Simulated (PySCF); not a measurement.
# C2Cl4F2 (CF2Cl-CCl3): the cost of one run

Computed with PySCF 2.14.0, with density-fitted response routines of our own, on a single molecule, in the gas phase or a continuum. Atoms are numbered from 0 throughout.

## 1. The starting structure

8 atoms, charge 0, multiplicity 1; geometry from: GFN2-xTB. The atoms were then displaced at random by about 0.01 Å, so the start is not that level's minimum.

Bonds of the start (Å): F0–C1 1.35, C1–F2 1.33, C1–Cl3 1.78, C1–C4 1.54, C4–Cl5 1.78, C4–Cl6 1.75, C4–Cl7 1.76.

## 2. Relaxing the molecule at PBE0-D3(BJ)/def2-TZVP

The job: settings as JSON, then the geometry in Å.

```
{"job": {"xc": "PBE0", "basis": "def2-TZVP", "d3": "d3bj", "grid": 2, "shake": 0.01, "kind": "geom"}, "charge": 0, "multiplicity": 1}
F      1.476880    -0.053940    -1.043740
C      0.774060    -0.055200     0.104110
F      1.236400     0.956290     0.835590
Cl     1.136390    -1.581840     0.936680
C     -0.730910     0.119470    -0.155970
Cl    -0.992710     1.673990    -0.982330
Cl    -1.290630    -1.211860    -1.150200
Cl    -1.554350     0.133940     1.403400
```

On the command line:

```
> OMP_NUM_THREADS=1 python probes_run.py task.json out
```

One launch serves the whole session: the jobs run in the order shown.

**Question.** How long does this first job take on 1 thread of Arm Neoverse V1, shared host, and how much memory does it need?

About 4.4 min, with a peak of 1.6 GiB.
